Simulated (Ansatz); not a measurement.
# CO2: the cost of one run

Method: Hartree-Fock, scalar-relativistic, plane waves, PAW, in Ansatz 0.2.0.

## 1. The structure to begin with

Symmetry: P4/mmm, No. 123, tetragonal system. The conventional cell has a = 12.000 Å, b = 12.000 Å, c = 12.000 Å, α = 90.00°, β = 90.00°, γ = 90.00°. Around C (site symmetry 4/mmm) lie 2 O at 1.16 Å. O (site symmetry 4mm) has 1 C at 1.16 Å as nearest neighbours.

As a file:

```
C O
1.0
    12.00000    0.00000    0.00000
     0.00000   12.00000    0.00000
     0.00000    0.00000   12.00000
C O
1 2
Cartesian
  6.0000 6.0000 6.0000
  6.0000 6.0000 7.1600
  6.0000 6.0000 4.8400
```

## 2. Single point: CO2 in a box, no spin

File input.yaml:

```yaml
crystal:
  lattice:
    - [12.0, 0.0, 0.0]
    - [0.0, 12.0, 0.0]
    - [0.0, 0.0, 12.0]
  atoms:
    - { symbol: C, position: [0.5, 0.5, 0.5] }
    - { symbol: O, position: [0.5, 0.5, 0.5966666667] }
    - { symbol: O, position: [0.5, 0.5, 0.4033333333] }
scf:
  occupations: { method: fixed }
output:
  forces: true
  stress: false
  core_levels: { shells: { C: "1s", O: "1s" } }
  write_density: true
  write_potential: true
  elf: true
  volumetric_format: npy
hamiltonian:
  xc: hf
kpoints:
  mp_grid: { grid: [1, 1, 1] }
```

On the command line:

```sh
$ ansatz run input.yaml --threads 8 --pin off --max-ram 16384MiB --backend cpu --events-out ev --progress --plain --runs-dir out
```

**Question.** How long does this run take on 8 threads of Intel Xeon Platinum 8259CL at 2.50GHz (Skylake/Cascade Lake), shared host, and how much memory does it need?

About 37 s, with a peak of 1.7 GiB.
